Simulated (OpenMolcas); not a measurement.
# Rh³⁺ among point charges: CASSCF and CASPT2 levels and susceptibility

Aim: the splitting of the states of Rh³⁺ in the field of 2 point charges, its lowest levels with spin-orbit coupling and its magnetic susceptibility.

Method: state-averaged CASSCF and CASPT2, spin-orbit coupling by RASSI with atomic mean-field integrals. Code: OpenMolcas 26.06.

## (1) The atom as given

```
Species                           : Rh³⁺ (rhodium, Z = 45, 42 electrons)
Basis                             : ANO-RCC-VDZP [6s5p3d1f], 43 functions
Scalar Hamiltonian                : DKH2, point nucleus
Inactive shells                   : 1s 2s 2p 3s 3p 3d 4s 4p
Active space                      : 6 electrons in 5 orbitals (4d)
Some configurations of this space : 4d6
Orbitals                          : optimised for each spin and parity, averaged over all roots
```

The outer shells:

4d6
```
4d [↑↓][↑ ][↑ ][↑ ][↑ ]
```

The ion sits among 2 point charges of -2 e arranged as a linear pair (D∞h), 2.24 Å from the ion.

The work runs as a chain of OpenMolcas steps in one folder; each step below is one input file. Labels, J, g values, rates, χT and fits are worked out afterwards by a script from the matrices that RASSI stores. The input lists half of the charges; inversion (Group=XYZ) makes the rest.

## (2) One- and two-electron integrals

a.inp

```
&GATEWAY
Coord
1

Rh 0.0 0.0 0.0
Basis=ANO-RCC-VDZP
Group=XYZ
NoMove
AngMom=0.0 0.0 0.0
AMFI
XField
1 Angstrom 0
0.000000 0.000000 2.240000 -2.000000
&SEWARD
```

Run with:

```sh
$ OMP_NUM_THREADS=1 MOLCAS_MEM=1689 MOLCAS_PROJECT=a pymolcas a.inp > a.log
```

## (3) Reference wave functions, quintets of even parity, 5 roots

a.inp

```
&RASSCF
FileOrb=start.orb
Symmetry=1
Spin=5
nActEl=6 0 0
Inactive=9 9
Ras2=5 0
CIRoot=5 5 1
SDav=5
CIMx=300
Iter=120 100
PrWF=0.3
OrbListing=Nothing
MaxOrb=0
>>> COPY $Project.JobIph JOB001
```

start.orb holds the contracted functions of the basis, ordered by shell, or the orbitals of the step before.

## (4) CASSCF: triplets of even parity, 45 roots

a.inp

```
&RASSCF
FileOrb=start.orb
Symmetry=1
Spin=3
nActEl=6 0 0
Inactive=9 9
Ras2=5 0
CIRoot=45 45 1
SDav=45
CIMx=300
Iter=120 100
PrWF=0.3
OrbListing=Nothing
MaxOrb=0
>>> COPY $Project.JobIph JOB002
```

## (5) Reference wave functions, singlets of even parity, 50 roots

a.inp

```
&RASSCF
FileOrb=start.orb
Symmetry=1
Spin=1
nActEl=6 0 0
Inactive=9 9
Ras2=5 0
CIRoot=50 50 1
SDav=50
CIMx=300
Iter=120 100
PrWF=0.3
OrbListing=Nothing
MaxOrb=0
>>> COPY $Project.JobIph JOB003
```

## (6) RASSI: spin-orbit coupling between the states

a.inp

```
&RASSI
NrOfJobIphs=3 5 45 50
1 2 3 4 5
1 2 3 4 5 6 7 8 9 10 11 12 13 14 15 16 17 18 19 20 21 22 23 24 25 26 27
28 29 30 31 32 33 34 35 36 37 38 39 40 41 42 43 44 45
1 2 3 4 5 6 7 8 9 10 11 12 13 14 15 16 17 18 19 20 21 22 23 24 25 26 27
28 29 30 31 32 33 34 35 36 37 38 39 40 41 42 43 44 45 46 47 48 49 50
IphNames
JOB001
JOB002
JOB003
EJob
SpinOrbit
DIPRint=1.0
SOCoupling=1000.0
Subsets=2
Property=9
'ANGMOM' 1 'ANGMOM' 2 'ANGMOM' 3 'MLTPL  1' 1 'MLTPL  1' 2 'MLTPL  1' 3
'AMFI' 1 'AMFI' 2 'AMFI' 3
SOProperty=3
'ANGMOM' 1 'ANGMOM' 2 'ANGMOM' 3
```

## (7) CASPT2: IPEA 0.25, imaginary shift 0.1 (closed shells correlated: 4s 4p)

a.inp

```
>>> COPY JOB001 $Project.JobIph
&CASPT2
Multistate=5 1 2 3 4 5
NoMult
Frozen=8 6
IPEA=0.25
Imaginary=0.1
MaxIter=60
WThr=0.0 0.3 0.05
PrWF=0.5
NoMix
>>> COPY JOB002 $Project.JobIph
&CASPT2
Multistate=45 1 2 3 4 5 6 7 8 9 10 11 12 13 14 15 16 17 18 19 20 21 22
23 24 25 26 27 28 29 30 31 32 33 34 35 36 37 38 39 40 41 42 43 44 45
NoMult
Frozen=8 6
IPEA=0.25
Imaginary=0.1
MaxIter=60
WThr=0.0 0.3 0.05
PrWF=0.5
NoMix
>>> COPY JOB003 $Project.JobIph
&CASPT2
Multistate=50 1 2 3 4 5 6 7 8 9 10 11 12 13 14 15 16 17 18 19 20 21 22
23 24 25 26 27 28 29 30 31 32 33 34 35 36 37 38 39 40 41 42 43 44 45 46
47 48 49 50
NoMult
Frozen=8 6
IPEA=0.25
Imaginary=0.1
MaxIter=60
WThr=0.0 0.3 0.05
PrWF=0.5
NoMix
```

(Steps that only read results are left out.)

Q: Predict the outcome of this session. Wanted: spin-free ground state; first state of the same spin within the active space; lowest level; next level.

As calculated:

| quantity | value |
| --- | --- |
| method | SS-CASPT2, IPEA 0.25, imaginary shift 0.1 (closed shells correlated: 4s 4p) |
| spin-free ground state | 5Delta, 2-fold in its orbital part |
| first state of the same spin within the active space | 5Pi at 9620 cm⁻¹ |
| lowest level | 2-fold, g = 0.00, 0.00, 11.98 |
| next level | 728.5 cm⁻¹ |
| χT at 300 K | 5.02 cm³ K/mol |
| effective moment at 300 K | 6.34 μB |

Cost by method:

| method | time of its own steps | time with the reference |
| --- | --- | --- |
| A. CASSCF | 34 s | 34 s |
| B. SS-CASPT2, IPEA 0.25, imaginary shift 0.1, +4s 4p | 9.4 s | 43 s |

Times are of one thread on a shared host.

The spin-free ground state (5Delta) comes to 100 % from free-ion D terms and keeps the highest spin of the shell. χT at 300 K is 5.02, against 3.01 cm³ K/mol for the spin alone, so orbital moment adds to it. An active space of the d shell alone favours high spin; real ions in strong fields can be low spin. CASPT2 does not keep the components of a term degenerate, and the means are used. The field of point charges can differ much from that of real complexes. With metal d orbitals alone active, the gaps between spin states are rough; where two lie within a few thousand cm-1, their order is open. Point charges carry no covalency, so the field is a model and not that of real ligands.
